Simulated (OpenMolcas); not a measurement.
# Ti²⁺ among point charges: CASSCF levels and susceptibility

How does a field of 5 point charges split the states of Ti²⁺, and what χT follows?

Method: state-averaged CASSCF, spin-orbit coupling by RASSI with atomic mean-field integrals. Code: OpenMolcas 26.06.

1 further run of the same task is left out (it didn't finish).

## (1) Starting point

```
Species                           : Ti²⁺ (titanium, Z = 22, 20 electrons)
Basis                             : ANO-RCC-VDZP [5s4p2d1f], 34 functions
Scalar Hamiltonian                : DKH2, point nucleus
Inactive shells                   : 1s 2s 2p 3s 3p
Active space                      : 2 electrons in 5 orbitals (3d)
Some configurations of this space : 3d²
Orbitals                          : optimised for each spin and parity, averaged over all roots
```

Outer shells as boxes (Hund's rule):

3d2
```
3d [↑ ][↑ ][  ][  ][  ]
```

The ion sits among 5 point charges of -2 e arranged as a square pyramid (C4v), 1.83 Å from the ion, with the axial distance 2.178 Å. The active orbitals were held to one l.

The work runs as a chain of OpenMolcas steps in one folder; each step below is one input file. Labels, J, g values, rates, χT and fits are worked out afterwards by a script from the matrices that RASSI stores.

## (2) GATEWAY and SEWARD: basis and integrals

File a.inp:

```
&GATEWAY
Coord
1

Ti 0.0 0.0 0.0
Basis=ANO-RCC-VDZP
Group=NoSym
NoMove
AngMom=0.0 0.0 0.0
AMFI
XField
5 Angstrom 0
1.830000 0.000000 0.000000 -2.000000
0.000000 1.830000 0.000000 -2.000000
-1.830000 0.000000 0.000000 -2.000000
0.000000 -1.830000 0.000000 -2.000000
0.000000 0.000000 2.177700 -2.000000
&SEWARD
```

Started as:

```
OMP_NUM_THREADS=1 MOLCAS_MEM=1689 MOLCAS_PROJECT=a pymolcas a.inp > a.log
```

What it wrote:

```text
Basis set label: TI.ANO-RCC...5S4P2D1F.

      Electronic valence basis set:
      ------------------
      Associated Effective Charge  22.000000 au
      Associated Actual Charge     22.000000 au
      Nuclear Model: Point charge

      Shell  nPrim  nBasis  Cartesian Spherical Contaminant
         s      21       5        X
         p      15       4        X
         d      10       2                 X
         f       6       1                 X
                  Relativistic Douglas-Kroll-Hess integrals:
                    - DKH order of Hamiltonian: 2
                    - DKH order of Properties : 0
                  Atomic mean-field integrals
```

## (3) CASSCF: triplets, 10 roots

File a.inp:

```
&RASSCF
FileOrb=start.orb
Symmetry=1
Spin=3
nActEl=2 0 0
Inactive=9
Ras2=5
CIRoot=10 10 1
SDav=10
CIMx=300
Iter=120 100
PrWF=0.3
OrbListing=Nothing
MaxOrb=0
SupSym
1
10 10 11 12 13 14 23 24 25 26 27
>>> COPY $Project.JobIph JOB001
```

start.orb holds the contracted functions of the basis, ordered by shell, or the orbitals of the step before.

What it wrote, cut to the lines that bear on the results:

```text
[...]
      Number of active orbitals                  5
[...]
      Spin quantum number                      1.0
[...]
      Active orbitals                            5
[...]
      Number of CSFs                            10
      Number of root(s) required                10
[...]
      Convergence after  8 iterations
[...]
      Natural orbitals and occupation numbers for root  1
      sym 1:   0.008759   0.991241   0.000000   0.991241   0.008759
      Natural orbitals and occupation numbers for root  2
      sym 1:   0.076936   0.923064   0.923064   0.076936  -0.000000
      Natural orbitals and occupation numbers for root  3
      sym 1:   0.076936   0.076936   0.923064   0.923064  -0.000000
::    RASSCF root number  1 Total energy:   -857.76960428
::    RASSCF root number  2 Total energy:   -857.73272427
::    RASSCF root number  3 Total energy:   -857.73272427
[...]
::    RASSCF root number  7 Total energy:   -857.63615048
::    RASSCF root number  8 Total energy:   -857.63615048
::    RASSCF root number  9 Total energy:   -857.61363866
::    RASSCF root number 10 Total energy:   -857.54406677
```

## (4) CASSCF: singlets, 15 roots

File a.inp:

```
&RASSCF
FileOrb=start.orb
Symmetry=1
Spin=1
nActEl=2 0 0
Inactive=9
Ras2=5
CIRoot=15 15 1
SDav=15
CIMx=300
Iter=120 100
PrWF=0.3
OrbListing=Nothing
MaxOrb=0
SupSym
1
10 10 11 12 13 14 23 24 25 26 27
>>> COPY $Project.JobIph JOB002
```

What it wrote, cut to the lines that bear on the results:

```text
[...]
      Number of active orbitals                  5
[...]
      Spin quantum number                      0.0
[...]
      Active orbitals                            5
[...]
      Number of CSFs                            15
      Number of root(s) required                15
[...]
      Convergence after  7 iterations
[...]
      Natural orbitals and occupation numbers for root  1
      sym 1:   0.015369   0.984631   0.015369   0.984631   0.000000
      Natural orbitals and occupation numbers for root  2
      sym 1:   0.004753   0.995247   0.000000   0.995247   0.004753
      Natural orbitals and occupation numbers for root  3
      sym 1:   0.066334   0.916005   0.088289   0.916005   0.013367
::    RASSCF root number  1 Total energy:   -857.72578180
::    RASSCF root number  2 Total energy:   -857.72516532
::    RASSCF root number  3 Total energy:   -857.69632714
[...]
::    RASSCF root number 12 Total energy:   -857.56689391
::    RASSCF root number 13 Total energy:   -857.55055200
::    RASSCF root number 14 Total energy:   -857.51876819
::    RASSCF root number 15 Total energy:   -857.39604512
```

## (5) State interaction with spin-orbit coupling

File a.inp:

```
&RASSI
NrOfJobIphs=2 10 15
1 2 3 4 5 6 7 8 9 10
1 2 3 4 5 6 7 8 9 10 11 12 13 14 15
IphNames
JOB001
JOB002
EJob
SpinOrbit
DIPRint=1.0
SOCoupling=1000.0
Subsets=2
Property=9
'ANGMOM' 1 'ANGMOM' 2 'ANGMOM' 3 'MLTPL  1' 1 'MLTPL  1' 2 'MLTPL  1' 3
'AMFI' 1 'AMFI' 2 'AMFI' 3
SOProperty=3
'ANGMOM' 1 'ANGMOM' 2 'ANGMOM' 3
```

What it wrote, cut to the lines that bear on the results:

```text
SPIN-FREE ENERGIES:
  (Shifted by EMIN (a.u.) =       -857.7696042757)
 SF State       Relative EMIN(au)   Rel lowest level(eV)    D:o, cm**(-1)      L_eff
     1             0.0000000000        0.0000000000              0.0000         2.8
     2             0.0368800011        1.0035559552           8094.2247         2.8
     3             0.0368800011        1.0035559552           8094.2247         2.8
    11             0.0438224802        1.1924704357           9617.9227         3.0
    12             0.0444389573        1.2092456320           9753.2238         3.1
     4             0.0667226265        1.8156151607          14643.9239         2.3
     5             0.0667226265        1.8156151607          14643.9239         2.3
    13             0.0732771332        1.9939723739          16082.4718         3.3
     6             0.0801817400        2.1818562982          17597.8578         3.0
    14             0.0832077490        2.2641981978          18261.9900         3.3
[...]
Eigenvalues of complex Hamiltonian:
   -----------------------------------
  (Shifted by EMIN (a.u.) =       -857.7696042757)
 SO State       Relative EMIN(au)   Rel lowest level(eV)    D:o, cm**(-1)     J-value
     1            -0.0000176854        0.0000000000              0.0000         3.0
     2            -0.0000104902        0.0001957917              1.5792         2.9
     3            -0.0000104902        0.0001957917              1.5792         2.9
     4             0.0367737043        1.0011447175           8074.7767         2.7
     5             0.0367817080        1.0013625079           8076.5333         2.7
     6             0.0368798091        1.0040319743           8098.0640         2.8
     7             0.0368798091        1.0040319743           8098.0640         2.8
     8             0.0369176996        1.0050630284           8106.3800         2.6
     9             0.0369691363        1.0064626912           8117.6691         2.7
    10             0.0438059062        1.1925006793           9618.1666         2.4
    11             0.0444891649        1.2110930947           9768.1246         2.5
[...]
```

These steps: 4.4 s of run time, 1 thread, shared host.

States without spin-orbit coupling:

```
  state  degeneracy  E (cm-1)  free-ion L (%)
triplet           1         0          F (87)
triplet           2      8094          F (93)
singlet           1      9618          D (55)
singlet           1      9753          G (51)
triplet           2     14644          F (58)
singlet           1     16082          G (67)
triplet           1     17598         F (100)
singlet           2     18262          G (60)
singlet           2     22721          G (70)
singlet           1     28326          D (61)
triplet           2     29290          P (51)
singlet           1     30273          G (55)
triplet           1     34230         F (100)
singlet           2     38647          G (70)
singlet           1     44490          G (61)
singlet           1     48076          D (51)
triplet           1     49500          P (87)
singlet           1     55052         G (100)
singlet           1     81987          S (42)
```

With spin-orbit coupling:

| E (cm-1) | Degeneracy | 2S+1 | g |
| --- | --- | --- | --- |
| 0.0 | 1 | 3 |  |
| 1.6 | 2 | 3 | 0.00 0.00 4.00 |
| 8075 | 1 | 3 |  |
| 8077 | 1 | 3 |  |
| 8098 | 2 | 3 | 0.00 0.00 0.80 |
| 8106 | 1 | 3 |  |
| 8118 | 1 | 3 |  |
| 9618 | 1 | 1 |  |
| 9768 | 1 | 1 |  |
| 14571 | 1 | 3 |  |
| 14577 | 1 | 3 |  |
| 14647 | 2 | 3 | 0.00 0.00 2.51 |
| 14719 | 1 | 3 |  |
| 14723 | 1 | 3 |  |
| 16089 | 1 | 1 |  |
| 17593 | 2 | 3 | 0.00 0.00 3.87 |
| 17604 | 1 | 3 |  |
| 18275 | 2 | 1 | 0.00 0.00 1.70 |
| 22724 | 2 | 1 | 0.00 0.00 0.76 |
| 28330 | 1 | 1 |  |
| 29288 | 1 | 3 |  |
| 29289 | 1 | 3 |  |
| 29295 | 2 | 3 | 0.00 0.00 0.30 |
| 29297 | 1 | 3 |  |

Principal g values are given for doublets only; a zero marks a field direction without first-order Zeeman splitting.

Powder χT (cm³ K/mol): 0.88 at 2 K, 0.95 at 5 K, 0.96 at 10 K, 0.96 at 20 K, 0.97 at 50 K, 0.98 at 100 K, 0.99 at 150 K, 1.00 at 200 K, 1.01 at 250 K, 1.02 at 300 K.

Orbitals of the lowest block (energies include the constant potential of the surroundings):

```
shell     space  energy (hartree)  mean occupation  ⟨r²⟩ (bohr²)
   1s  inactive         -182.2612            2.000       0.00647
   2s  inactive          -19.5112            2.000         0.123
   2p  inactive          -15.6816            6.000         0.102
   3s  inactive           -0.7462            2.000          1.16
   3p  inactive            0.3651            6.000          1.38
   3d      RAS2                              2.000          3.22
```

## (6) Summary of results

| quantity | value |
| --- | --- |
| method | CASSCF |
| spin-free ground state | triplet, 1-fold in its orbital part |
| first state of the same spin within the active space | triplet at 8090 cm⁻¹ |
| lowest level | 1-fold |
| next level | 1.6 cm⁻¹ |
| χT at 300 K | 1.02 cm³ K/mol |
| effective moment at 300 K | 2.86 μB |

**Reading.** The spin-free ground state (triplet) comes to 87 % from free-ion F terms and keeps the highest spin of the shell. χT at 300 K is 1.02, against 1.00 cm³ K/mol for the spin alone; near agreement at one temperature doesn't show that the orbital moment is quenched. The field of point charges can differ much from that of real complexes. Point charges carry no covalency, so the field is a model and not that of real ligands.
